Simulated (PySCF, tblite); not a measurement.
# C₆H₇F₃O: geometry, infrared bands and NMR shifts

What infrared bands and NMR shifts should C₆H₇F₃O (`FC(F)C1=C[C@@H](F)COC1`) show?

Programs: tblite 0.8.0 and PySCF 2.14.0, with density-fitted response routines of our own. Each step states its level of theory. These are calculated values for one molecule in the gas phase, unless marked as measured. Atoms count from 0, in the outputs and in this text.

### 1 The starting structure

17 atoms, charge 0, multiplicity 1; geometry from: force field or distance geometry start.

Bonds of the start (Å): F0–C1 1.36, C1–C2 1.51, C2–C3 1.33, C3–C4 1.47, C4–F5 1.37, C4–F6 1.41, C3–C7 1.51, C7–O8 1.41, O8–C9 1.40, C9–C1 1.51, C1–H10 1.12, C2–H11 1.08, C4–H12 1.10, C7–H13 1.10, C7–H14 1.08, C9–H15 1.13, C9–H16 1.12.

### 2 Optimising the geometry with GFN2-xTB

The job: settings as JSON, then the geometry in Å.

```
{"job": {"kind": "relax", "xc": "GFN2-xTB", "basis": "xTB"}, "charge": 0, "multiplicity": 1}
F     -1.800800     1.830100    -1.256600
C     -1.313700     1.032000    -0.264600
C      0.192800     0.988600    -0.413600
C      0.876900    -0.066100     0.024200
C      2.341700    -0.189600    -0.079100
F      2.893100    -0.303500     1.173500
F      2.883400     0.947400    -0.703900
C      0.027900    -1.136500     0.674300
O     -0.979500    -1.368900    -0.286000
C     -1.932200    -0.344200    -0.217100
H     -1.514700     1.553500     0.702500
H      0.687400     1.819200    -0.891700
H      2.560600    -1.055500    -0.716100
H     -0.380700    -0.700700     1.600000
H      0.583500    -2.029300     0.925600
H     -2.469400    -0.478900     0.766600
H     -2.663300    -0.485600    -1.047900
```

The run is started by

```console
$ OMP_NUM_THREADS=1 python probes_run.py task.json out
```

One launch serves the whole session: the jobs run in the order shown.

**Question.** This job is followed by: GFN2-xTB harmonic vibrations, gas phase; GIAO PBE0/pcSseg-1 NMR shielding, non-relativistic, gas phase. Predict these results of the whole session: strongest single infrared mode (GFN2-xTB); zero-point energy (GFN2-xTB); ¹³C shifts against TMS (PBE0/pcSseg-1); ¹H shifts against TMS (PBE0/pcSseg-1); ¹⁹F shifts against CFCl3 (PBE0/pcSseg-1); ¹⁷O shifts against H2O (PBE0/pcSseg-1).

**Answer**, as computed:

```
                                 quantity                                         value
strongest single infrared mode (GFN2-xTB)                         1027 cm⁻¹, 186 km/mol
             zero-point energy (GFN2-xTB)                                 76.6 kcal/mol
   ¹³C shifts against TMS (PBE0/pcSseg-1)     148.5, 129.2, 119.8, 83.5, 73.3, 66.5 ppm
    ¹H shifts against TMS (PBE0/pcSseg-1)  6.69, 6.57, 4.82, 4.61, 4.33, 4.18, 3.65 ppm
 ¹⁹F shifts against CFCl3 (PBE0/pcSseg-1)                    -144.6, -151.0, -194.7 ppm
   ¹⁷O shifts against H2O (PBE0/pcSseg-1)                                      17.2 ppm
```

What this shows: The optimisation took 85 steps and gained 0.429 eV; among the close pairs (by a distance rule), C4–F6 changed most, from 1.406 to 1.351 Å. No mode is imaginary among the 45: a minimum at this level. The strongest single mode, at 1027 cm⁻¹, is spread over many atoms; the largest shares are those of C4, F5. GFN2-xTB is a fitted tight-binding method: band positions and strengths are rough. Its intensities can rank the bands wrongly. The most deshielded hydrogen is H11 (hydrogen on an alkene CH), at 6.69 ppm: olefinic region.
